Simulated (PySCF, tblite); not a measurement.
# C8H11F3: geometry, infrared bands and NMR shifts

Wanted: the infrared bands and NMR shifts of C8H11F3 (`CC[C@]12C[C@](C(F)(F)F)(C1)C2`), by calculation.

Programs: tblite 0.8.0 and PySCF 2.14.0, with density-fitted response routines of our own. Each step states its level of theory. These are calculated values for one molecule in the gas phase, unless marked as measured. Atoms are numbered from 0 throughout.

## (1) The molecule as given

22 atoms, charge 0, multiplicity 1; geometry from: force field or distance geometry start.

Bonds of the start (Å): C0–C1 1.53, C1–C2 1.48, C2–C3 1.58, C3–C4 1.58, C4–C5 1.47, C5–F6 1.35, C5–F7 1.36, C5–F8 1.35, C4–C9 1.57, C4–C10 1.58, C9–C2 1.59, C10–C2 1.59, C0–H11 1.10, C0–H12 1.10, C0–H13 1.09, C1–H14 1.09, C1–H15 1.09, C3–H16 1.11, C3–H17 1.08, C9–H18 1.10, C9–H19 1.09, C10–H20 1.10, C10–H21 1.09.

## (2) Geometry optimisation with GFN2-xTB

What the job is given:

```
{"job": {"kind": "relax", "xc": "GFN2-xTB", "basis": "xTB"}, "charge": 0, "multiplicity": 1}
C      2.833700    -0.062200     0.348200
C      1.886500     0.034200    -0.854800
C      0.481700     0.014800    -0.404500
C     -0.309800     1.044700     0.503200
C     -1.436200     0.006100     0.118300
C     -2.859100    -0.000700     0.493800
F     -3.468200     1.133500     0.081400
F     -2.979500    -0.081000     1.842500
F     -3.490400    -1.055700    -0.055600
C     -0.339000    -1.092800     0.377800
C     -0.808900     0.092200    -1.333700
H      2.672300     0.781900     1.031600
H      2.649500    -0.979600     0.925200
H      3.872500    -0.051300     0.015700
H      2.106400     0.954300    -1.402900
H      2.085600    -0.810100    -1.506900
H     -0.023000     1.073400     1.572000
H     -0.418600     2.054700     0.136500
H     -0.053100    -1.264900     1.422600
H     -0.462100    -2.053000    -0.124900
H     -0.965600     1.032700    -1.881000
H     -0.985000    -0.752000    -1.999700
```

Command:

```sh
$ OMP_NUM_THREADS=1 python probes_run.py task.json out
```

The driver reads the jobs from task.json and runs them one after another.

**Question.** This job is followed by: GFN2-xTB harmonic vibrations, gas phase; GIAO PBE0/pcSseg-1 NMR shielding, non-relativistic, gas phase. What will the session give for the following? strongest single infrared mode (GFN2-xTB); zero-point energy (GFN2-xTB); 13C shifts against TMS (PBE0/pcSseg-1, means over atoms taken as alike); 1H shifts against TMS (PBE0/pcSseg-1, means over atoms taken as alike); 19F shifts against CFCl3 (PBE0/pcSseg-1, means over atoms taken as alike).

As calculated:

```
                                                                 quantity                                    value
                                strongest single infrared mode (GFN2-xTB)                    1049 cm⁻¹, 220 km/mol
                                             zero-point energy (GFN2-xTB)                           109.8 kcal/mol
  13C shifts against TMS (PBE0/pcSseg-1, means over atoms taken as alike)  133.4, 49.3, 40.1, 36.2, 28.5, 12.1 ppm
   1H shifts against TMS (PBE0/pcSseg-1, means over atoms taken as alike)                     1.62, 1.61, 0.99 ppm
19F shifts against CFCl3 (PBE0/pcSseg-1, means over atoms taken as alike)                                -92.3 ppm
```

What this shows: The optimisation took 17 steps and gained 0.321 eV; among the close pairs (by a distance rule), C4–C10 changed most, from 1.584 to 1.537 Å. No mode is imaginary among the 60: a minimum at this level. Unscaled tight-binding wavenumbers are off by several per cent, some by more. Its intensities can rank the bands wrongly. At PBE0/pcSseg-1: Shielding is most anisotropic at F6, F7, F8 (span 176 ppm, paramagnetic term -208 ppm).
